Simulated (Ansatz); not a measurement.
# AlF2H5O2Si: the cost of one run

Method: RKS LDA/def2-SVP, in Ansatz 0.2.0.

## (1) Starting point

Bond lengths: Al1–O2 2.178 Å, Al1–F3 1.632 Å, Al1–F4 1.637 Å, Al1–O6 2.178 Å, O6–Si7 1.620 Å, O2–H8 0.957 Å, Si7–H9 1.461 Å, Si7–H10 1.467 Å, Si7–H11 1.463 Å. Angles: Al1–O2–H8 117.4°, O2–Al1–F3 114.1°, O2–Al1–F4 110.4°, O2–Al1–O6 69.9°, F3–Al1–F4 125.7°, F3–Al1–O6 113.1°, F4–Al1–O6 110.2°, Al1–O6–Si7 162.7°, O6–Si7–H9 107.5°, O6–Si7–H10 104.2°, O6–Si7–H11 108.6°, H9–Si7–H10 112.5°, H9–Si7–H11 112.1°, H10–Si7–H11 111.4°.

As a file:

```xyz
11

Al   -1.7489   -0.1465    0.6351
O    -0.1326   -1.0686    1.7666
F    -2.6700   -1.2063   -0.1969
F    -2.2920    1.1932    1.4034
H     0.2822   -0.4375    0.7371
O     0.1628    0.2621   -0.3254
Si    1.3223    0.4625   -1.4385
H     0.1617   -0.6199    2.5592
H     0.8472    1.4627   -2.3923
H     2.4836    0.9256   -0.6701
H     1.5838   -0.8273   -2.0781
```

## (2) Pulling towards end A

Springs on the bonds that form and break draw the guess towards this end; the thresholds are loose.

input.yaml reads:

```yaml
crystal:
  periodic: [false, false, false]
  atoms:
    - { symbol: Al, position_ang: [-1.7489, -0.1465, 0.6351] }
    - { symbol: O, position_ang: [-0.1326, -1.0686, 1.7666] }
    - { symbol: F, position_ang: [-2.67, -1.2063, -0.1969] }
    - { symbol: F, position_ang: [-2.292, 1.1932, 1.4034] }
    - { symbol: H, position_ang: [0.2822, -0.4375, 0.7371] }
    - { symbol: O, position_ang: [0.1628, 0.2621, -0.3254] }
    - { symbol: Si, position_ang: [1.3223, 0.4625, -1.4385] }
    - { symbol: H, position_ang: [0.1617, -0.6199, 2.5592] }
    - { symbol: H, position_ang: [0.8472, 1.4627, -2.3923] }
    - { symbol: H, position_ang: [2.4836, 0.9256, -0.6701] }
    - { symbol: H, position_ang: [1.5838, -0.8273, -2.0781] }
basis:
  gaussian: { orbitals: def2-SVP }
hamiltonian:
  xc: lda
relax:
  f_tol: 0.15
  max_steps: 25
  restrain:
    - { distance: [0, 5], at: 3.17, k: 30.0 }
    - { distance: [4, 1], at: 2.27, k: 30.0 }
    - { distance: [0, 1], at: 1.87, k: 30.0 }
    - { distance: [4, 5], at: 0.97, k: 30.0 }
output:
  orbitals: {}
```

The run is started by

```
$ ansatz run input.yaml --threads 2 --pin off --max-ram 3072MiB --backend cpu --events-out ev --progress --plain --runs-dir out
```

Q: Estimate wall time and peak memory on 2 threads of Intel Xeon 6975P-C (Granite Rapids), shared host.

About 8.5 s, with a peak of 0.17 GiB.
